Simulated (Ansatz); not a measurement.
# Al3Cu: how settings move the results

One table from this session's results is given with a row withheld; the runs are named, their logs left out.

Computed with Ansatz 0.2.0 (DFT r2SCAN, scalar-relativistic, plane waves, PAW, unless a step's input says otherwise).

### The structure to begin with

The structure is cubic, space group Pm-3m (No. 221). The conventional cell has a = 3.924 Å, b = 3.924 Å, c = 3.924 Å, α = 90.00°, β = 90.00°, γ = 90.00°. Al (site symmetry 4/mmm) is surrounded by 8 Al at 2.77 Å and 4 Cu at 2.77 Å. Cu (site symmetry m-3m) has 12 Al at 2.77 Å as nearest neighbours.

Structure file:

```cif
data_structure
_symmetry_space_group_name_H-M 'P 1'
_symmetry_Int_Tables_number 1
_cell_length_a 3.9242
_cell_length_b 3.9242
_cell_length_c 3.9242
_cell_angle_alpha 90.000
_cell_angle_beta 90.000
_cell_angle_gamma 90.000
_cell_volume 60.43
loop_
_atom_site_label
_atom_site_type_symbol
_atom_site_fract_x
_atom_site_fract_y
_atom_site_fract_z
_atom_site_occupancy
Al1 Al 0.00000 0.50000 0.50000 1
Al2 Al 0.50000 0.00000 0.50000 1
Al3 Al 0.50000 0.50000 0.00000 1
Cu1 Cu 0.00000 0.00000 0.00000 1
```

The structure comes from the Materials Project (structure only); it is used as listed.

The first run:

File input.yaml:

```yaml
crystal:
  lattice:
    - [3.924151, 0.0, 0.0]
    - [0.0, 3.924151, 0.0]
    - [0.0, 0.0, 3.924151]
  atoms:
    - { symbol: Al, position: [0.0, 0.5, 0.5] }
    - { symbol: Al, position: [0.5, 0.0, 0.5] }
    - { symbol: Al, position: [0.5, 0.5, 0.0] }
    - { symbol: Cu, position: [0.0, 0.0, 0.0] }
basis:
  ecutwfc: 500
kpoints:
  mp_grid: { grid: [6, 6, 6] }
hamiltonian:
  xc: r2scan
scf:
  occupations: { method: gaussian, width: 0.1 }
output:
  forces: true
  stress: true
  eigenvalues: true
```

Steps of the session up to this table: A first look at the start; The base run, for reference; K-point mesh set to 1×1×1; K-point mesh set to 2×2×2; K-point mesh: 4×4×4; K-point mesh: 6×6×6; K-point mesh set to 8×8×8; K-point mesh set to 10×10×10; K-point mesh set to 14×14×14; K-point mesh: 16×16×16; K-point mesh: 18×18×18.

One of the session's tables, all rows but one given; the rest of the session is left out.

```
    mesh  ΔE (meV/atom)  pressure (GPa)
   1×1×1           1730           -8.35
   2×2×2            518           -3.18
   4×4×4           62.5           -3.42
   6×6×6           8.81           -3.00
   8×8×8           1.75           -2.70
10×10×10          -1.43           -2.67
12×12×12          -1.02           -2.70
14×14×14          -0.13           -2.70
16×16×16              ?               ?
18×18×18           0.00           -2.73
```

**Question.** Estimate the row for 16×16×16.

As computed: ΔE (meV/atom): 0.18; pressure (GPa): -2.70. In the column «ΔE (meV/atom)» it lies between 18×18×18 (0.00) and 8×8×8 (1.75).

Caveats from the session: The error changes sign along the series, since a k mesh isn't variational, and a metal needs dense meshes to resolve its Fermi surface.
